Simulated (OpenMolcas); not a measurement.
# quartet GeH3: levels of theory compared

Aim: a comparison of 6 runs (UB3LYP/6-31G*, U-r2SCAN/def2-TZVPP, UB3LYP/def2-TZVPP, UM06-L/def2-TZVPP, UPBE/def2-TZVPP, ROMP2/def2-TZVPP) of quartet GeH3. 

The calculation is run with OpenMolcas 26.06.

## (1) The structure to begin with

The species is GeH3 (4 atoms), meant as a quartet with charge 0. As SMILES of the parent species, `[GeH3]`. The coordinates come from a PBE0-D4/def2-TZVP relaxation. That shape belongs to the parent species and isn't relaxed for this state.

Bond lengths: Ge1–H2 1.539 Å, Ge1–H3 1.539 Å, Ge1–H4 1.539 Å. Angles: H2–Ge1–H3 111.1°, H2–Ge1–H4 111.1°, H3–Ge1–H4 111.1°.

## (2) A single-point energy at UB3LYP/6-31G(d) (spherical functions) (run 1)

mol.inp reads:

```
* GeH3 Kohn-Sham DFT
>>> EXPORT MOLCAS_PRINT=2
&gateway
baslib = $CurrDir
coord
4
angstrom
Ge       0.214600      -0.125900      -0.249400
H        1.055000       0.109600       1.018300
H       -0.882800      -1.175900      -0.000100
H       -0.386800       1.192200      -0.768800
basis = 6-31Gs
group = NoSym
&seward
gridinput
Grid=UltraFine
End of Grid
&scf
uhf
spin = 4
ksdft = B3LYP
thresholds = 1e-10 1e-07 1e-07 1e-05
prorbitals = 1 1
```

The basis set 6-31G* is read from a file made from the Basis Set Exchange's data (not shown).

Started as:

```sh
$ export MOLCAS_MEM=1860
$ pymolcas mol.inp > mol.log
```

The log of the run:

```text
--- Start Module: gateway ---
[...]
--- Stop Module: gateway /rc=_RC_ALL_IS_WELL_ ---
--- Start Module: seward ---
[...]
      Basis functions           38
--- Stop Module: seward /rc=_RC_ALL_IS_WELL_ ---
--- Start Module: scf ---
[...]
       Convergence after  32 Iterations
[...]
::    Total KS-DFT energy                           -2078.1908453984
[...]
      Total spin, S                                     1.5006237907
[...]
      Total electronic charge=   35.000000
      Total            charge=   -0.000000
[...]
      Dipole Moment (debye):
      Origin of the operator (angstrom)=    0.2034   -0.1193   -0.2363
                   X= -1.1190E+00               Y= -9.0453E-01               Z=  3.5488E-01           Total=  1.4820E+00
      Quadrupole Moment (debye*angstrom):
[...]
--- Stop Module: scf /rc=_RC_ALL_IS_WELL_ ---
[...]
```

Wall time 16 s (1 thread of Arm Neoverse V2, shared host); peak memory 0.37 GiB.

## (3) A single-point energy at U-r2SCAN/def2-TZVPP (run 2)

test.inp reads:

```
&GATEWAY
  BasLib=$CurrDir
  Coord
  4
  angstrom
  Ge       0.214600      -0.125900      -0.249400
  H        1.055000       0.109600       1.018300
  H       -0.882800      -1.175900      -0.000100
  H       -0.386800       1.192200      -0.768800
  Basis=def2-TZVPP
  Group=NoSym

&SEWARD
  GridInput
  Grid=UltraFine
  End of Grid

&SCF
  UHF
  Spin=4
  KSDFT=2
  1.0 MGGA_X_R2SCAN
  1.0 MGGA_C_R2SCAN
  Thresholds=1e-10 1e-07 1e-07 1e-05
  PrOrbitals=1
```

The basis set def2-TZVPP is read from a file made from the Basis Set Exchange's data (not shown).

Started as:

```sh
$ export MOLCAS_MEM=1860
$ pymolcas test.inp > test.log
```

The log of the run:

```text
--- Start Module: gateway ---
[...]
--- Stop Module: gateway /rc=_RC_ALL_IS_WELL_ ---
--- Start Module: seward ---
[...]
      Basis functions           90
--- Stop Module: seward /rc=_RC_ALL_IS_WELL_ ---
[...]
--- Start Module: scf ---
[...]
       Convergence after  38 Iterations
[...]
::    Total KS-DFT energy                           -2078.4465012913
[...]
      Total spin, S                                     1.5015415569
[...]
      Total electronic charge=   35.000000
      Total            charge=   -0.000000
[...]
      Dipole Moment (debye):
      Origin of the operator (angstrom)=    0.2034   -0.1193   -0.2363
                   X= -2.0197E-01               Y= -3.8585E-01               Z= -7.0625E-02           Total=  4.4120E-01
      Quadrupole Moment (debye*angstrom):
[...]
--- Stop Module: scf /rc=_RC_ALL_IS_WELL_ ---
[...]
```

Run time: 88 s. Hardware: 1 thread of Arm Neoverse V2, shared host; peak memory 0.49 GiB.

Runs 3 to 5 aren't shown in full; the table further down has their settings and results.

## (4) A single-point energy at ROMP2/def2-TZVPP (run 6)

job.inp reads:

```
&GATEWAY
  BasLib
  $CurrDir
  Coord
  4
  angstrom
  Ge       0.214600      -0.125900      -0.249400
  H        1.055000       0.109600       1.018300
  H       -0.882800      -1.175900      -0.000100
  H       -0.386800       1.192200      -0.768800
  Basis
  def2-TZVPP
  Group
  NoSym

&SEWARD

&SCF
  UHF
  Spin
  4
  Thresholds
  1e-10 1e-07 1e-07 1e-05
  PrOrbitals
  1 2

&RASSCF
  FileOrb
  $Project.UnaOrb
  Spin
  4
  Nactel
  3 0 0
  Inactive
  16
  Ras2
  3
  OutOrbitals
  Canonical
  OrbListing
  Few

&CASPT2
  IPEA
  0.0
  Frozen
  9
```

The basis set def2-TZVPP is read from a file made from the Basis Set Exchange's data (not shown).

Started as:

```sh
$ export MOLCAS_MEM=1860
$ pymolcas job.inp > job.log
```

The log of the run:

```text
--- Start Module: gateway ---
[...]
--- Stop Module: gateway /rc=_RC_ALL_IS_WELL_ ---
[...]
      Basis functions           90
[...]
       Convergence after  36 Iterations
[...]
::    Total SCF energy                              -2076.7749175434
[...]
      Total spin, S                                     1.5024246002
[...]
--- Start Module: rasscf ---
[...]
      Number of active orbitals                  3
[...]
      Spin quantum number                      1.5
[...]
      Active orbitals                            3
[...]
      Number of CSFs                             1
[...]
      Number of root(s) required                 1
[...]
      Convergence after 18 iterations
[...]
      printout of CI-coefficients larger than  0.05 for root  1
      energy=   -2076.771512
      conf/sym  111     Coeff  Weight
             1  uuu   1.00000 1.00000
      Natural orbitals and occupation numbers for root  1
      sym 1:   1.000000   1.000000   1.000000
      ************************************************************************************************************************
      *                                                    Final results                                                     *
[...]
::    RASSCF root number  1 Total energy:  -2076.77151201
[...]
      Total electronic charge=   35.000000
      Total            charge=   -0.000000
[...]
      Dipole Moment (debye):
      Origin of the operator (angstrom)=    0.2034   -0.1193   -0.2363
                   X= -4.9753E-01               Y= -7.1670E-01               Z= -3.2653E-02           Total=  8.7307E-01
      Quadrupole Moment (debye*angstrom):
[...]
--- Stop Module: rasscf /rc=_RC_ALL_IS_WELL_ ---
[...]
      E2 (Variational):          -0.2534383095
      Total energy:           -2077.0249503211
[...]
      Reference weight:           0.91789
[...]
::    CASPT2 Root  1     Total energy:  -2077.02495032
[...]
```

It took 20 s on 1 thread of Arm Neoverse V2, shared host; peak memory 0.49 GiB.

## (5) All runs side by side

| run | level | integration grid | frozen core orbitals | energy (Eh) | dipole moment (D) | HOMO energy (eV) | ⟨S²⟩ | wall time |
| --- | --- | --- | --- | --- | --- | --- | --- | --- |
| 1 | UB3LYP/6-31G* (spherical functions) | UltraFine | – | -2078.190845 | 1.48 | -1.15 | 3.752 | 16 s |
| 2 | U-r2SCAN/def2-TZVPP | UltraFine | – | -2078.446501 | 0.44 | -1.51 | 3.756 | 88 s |
| 3 | UB3LYP/def2-TZVPP | UltraFine | – | -2078.504389 | 0.49 | -1.94 | 3.755 | 48 s |
| 4 | UM06-L/def2-TZVPP | UltraFine | – | -2078.386114 | 0.45 | -1.26 | 3.755 | 78 s |
| 5 | UPBE/def2-TZVPP | UltraFine | – | -2078.137929 | 0.44 | -1.38 | 3.753 | 56 s |
| 6 | ROMP2/def2-TZVPP | – | 9 | -2077.024950 | – | – | – | 20 s |

## (6) Results

| quantity | value |
| --- | --- |
| run 6: total energy | -2077.02495 Eh |

Over runs 1, 2, 3, 4, 5 the dipole moment (its size) runs from 0.44 D (U-r2SCAN/def2-TZVPP) to 1.48 D (UB3LYP/6-31G*). The two ends differ in method and basis. Totals of different functionals can't be ranked against each other. All runs together took 5.1 min, the longest 88 s.
